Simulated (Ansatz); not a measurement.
# Hf (bcc type): a single-point run

Aim: a sound single-point run of Hf (bcc type).

Computed with Ansatz 0.2.0 (DFT, PBEsol, all-electron PAW with datasets made for the crystal, scalar-relativistic, unless a step's input says otherwise).

1 further run of the same task is left out (it didn't finish). Runs told in other sessions of the task aren't counted.

## (1) The structure to begin with

Symmetry: Im-3m, No. 229, cubic system. The conventional cell has a = 2.573 Å, b = 2.573 Å, c = 2.573 Å, α = 90.00°, β = 90.00°, γ = 90.00°. Hf (site symmetry m-3m) is surrounded by 8 Hf at 2.23 Å.

Coordinates:

```
Hf
1.0
    -1.28668    1.28668    1.28668
     1.28668   -1.28668    1.28668
     1.28668    1.28668   -1.28668
Hf
1
Direct
  0.00000 0.00000 0.00000
```

## (2) Input and run

File input.yaml:

```yaml
crystal:
  lattice:
    - [-1.2866768835, 1.2866768835, 1.2866768835]
    - [1.2866768835, -1.2866768835, 1.2866768835]
    - [1.2866768835, 1.2866768835, -1.2866768835]
  atoms:
    - { symbol: Hf, position: [0.0, 0.0, 0.0] }
kpoints:
  mp_grid: { grid: [15, 15, 15] }
scf:
  occupations: { method: fixed }
  max_iter: 100
hamiltonian:
  xc: pbesol
  pseudopotentials: { kind: all_electron, datasets: crystal }
output:
  forces: true
  stress: true
  eigenvalues: true
```

Command:

```console
ansatz run input.yaml --threads 1 --pin off --max-ram 2048MiB --backend cpu --events-out ev --progress --plain --runs-dir out
```

What happens when this is run?

This run ends as converged, with warnings (band overlap at count, crystal datasets made, metallic iterate). It gives a pressure of 548 GPa, which is large; a structure far from rest gives such values too, whatever the setting.

Look at the input: scf.occupations.method is fixed; scf.occupations.width is missing. What could go wrong: fixed occupations where they can't hold. It still converged here, which does not make the setting sound.

To check: set scf.occupations.method to fermi_dirac and scf.occupations.width to 0.08.
